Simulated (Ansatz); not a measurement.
# CH₇ClO₃Si₂: one species, many methods

The task here is to estimate one member of a computed series from the others.

The runs use Ansatz 0.2.0, Gaussian basis; functionals in def2-TZVPP, the program's frozen cores in correlated methods.

Plan: PBE-D4, r2SCAN-D4, PBE0-D4, B3LYP-D4, ωB97X-V, ωB97M-V, B2PLYP; CCSD(T)/def2-TZVPP; MP2/def2-QZVPP; extrapolation to the limit.

## Structure used throughout

An earlier PBE0-D4 in a triple-zeta def2 set relaxation fixed the geometry.

SMILES `CO[Si@@H](O)[Si@H](O)Cl`, 14 atoms, charge 0, spin multiplicity 1.

Atoms are counted from 1 here; the program's logs count them from 0.

Bond lengths: C1–O2 1.411 Å, C1–H8 1.091 Å, C1–H9 1.094 Å, C1–H10 1.096 Å, O2–Si3 1.638 Å, Si3–O4 1.638 Å, Si3–Si5 2.347 Å, Si3–H11 1.498 Å, O4–H12 0.959 Å, Si5–O6 1.640 Å, Si5–Cl7 2.079 Å, Si5–H13 1.479 Å, O6–H14 0.959 Å. Angles: O2–C1–H8 108.2°, O2–C1–H9 111.0°, O2–C1–H10 111.6°, H8–C1–H9 108.8°, H8–C1–H10 108.7°, H9–C1–H10 108.5°, C1–O2–Si3 125.2°, O2–Si3–O4 109.0°, O2–Si3–Si5 111.5°, O2–Si3–H11 107.4°, O4–Si3–Si5 106.5°, O4–Si3–H11 112.0°, Si5–Si3–H11 110.4°, Si3–O4–H12 118.2°, Si3–Si5–O6 115.2°, Si3–Si5–Cl7 103.0°, Si3–Si5–H13 116.0°, O6–Si5–Cl7 110.2° and more.

As a file:

```xyz
14
CH7ClO3Si2
C    -1.1242    2.0334   -0.4765
O    -0.4823    0.9562   -1.1228
Si   -0.3409   -0.5594   -0.5175
O    -0.1240   -1.6106   -1.7544
Si    1.5440   -0.7617    0.8656
O     1.7216   -2.2196    1.5951
Cl    1.2394    0.7226    2.2890
H    -1.3787    2.7803   -1.2303
H    -0.4662    2.4919    0.2668
H    -2.0445    1.7118    0.0245
H    -1.5901   -0.8519    0.2555
H    -0.7671   -1.6110   -2.4661
H     2.8490   -0.4849    0.2264
H     0.9640   -2.5973    2.0447
```

The first run:

The input, in.yaml:

```yaml
crystal:
  periodic: [false, false, false]
  atoms:
    - {symbol: C, position_ang: [-1.124186, 2.033415, -0.476501]}
    - {symbol: O, position_ang: [-0.482339, 0.956238, -1.122754]}
    - {symbol: Si, position_ang: [-0.340945, -0.559445, -0.517517]}
    - {symbol: O, position_ang: [-0.124017, -1.610567, -1.754438]}
    - {symbol: Si, position_ang: [1.544046, -0.761661, 0.865561]}
    - {symbol: O, position_ang: [1.721595, -2.219558, 1.595129]}
    - {symbol: Cl, position_ang: [1.239398, 0.722604, 2.288972]}
    - {symbol: H, position_ang: [-1.378686, 2.780350, -1.230283]}
    - {symbol: H, position_ang: [-0.466176, 2.491922, 0.266841]}
    - {symbol: H, position_ang: [-2.044479, 1.711810, 0.024455]}
    - {symbol: H, position_ang: [-1.590082, -0.851918, 0.255500]}
    - {symbol: H, position_ang: [-0.767096, -1.610997, -2.466111]}
    - {symbol: H, position_ang: [2.848962, -0.484856, 0.226430]}
    - {symbol: H, position_ang: [0.964007, -2.597345, 2.044708]}
basis:
  gaussian: {orbitals: def2-TZVPP}
hamiltonian: {xc: pbe, dispersion: d4}
output: {forces: true, orbitals: {seedname: orbitals}}
```

On the command line:

```
> ansatz run in.yaml --threads 2 --pin off --events-out ev --progress --plain --max-ram 32768MiB --backend cuda --devices 0, --max-vram 18GiB
```

Among the steps run: PBE-D4 (GGA); r2SCAN-D4 (meta-GGA); PBE0-D4 (hybrid); B3LYP-D4 (hybrid); ωB97X-V (range-separated); ωB97M-V (range-separated); B2PLYP (double hybrid); CCSD(T) in def2-TZVPP; MP2 in def2-QZVPP.

One table of the session follows, with a row left open; its other results are not shown here.

```
            method  atomisation energy (kcal/mol)
            PBE-D4                         1264.6
         r2SCAN-D4                         1252.8
           PBE0-D4                         1240.6
          B3LYP-D4                         1244.0
           ωB97X-V                         1255.4
           ωB97M-V                         1253.8
            B2PLYP                         1232.9
     HF/def2-TZVPP                          899.4
    MP2/def2-TZVPP                         1245.2
   CCSD/def2-TZVPP                         1197.6
CCSD(T)/def2-TZVPP                         1216.6
           MP2/CBS                         1284.5
       CCSD(T)/CBS                              ?
```

Estimate the missing values for CCSD(T)/CBS.

The run gave: atomisation energy (kcal/mol): 1255.9. In the column «atomisation energy (kcal/mol)» it lies between ωB97X-V (1255.4) and PBE-D4 (1264.6).

To keep in mind: Free atoms (1 C, 3 O, 2 Si, 1 Cl, 7 H) were run apart at each level; the atomisation energy is their sum less the molecule, without zero-point or spin-orbit terms.
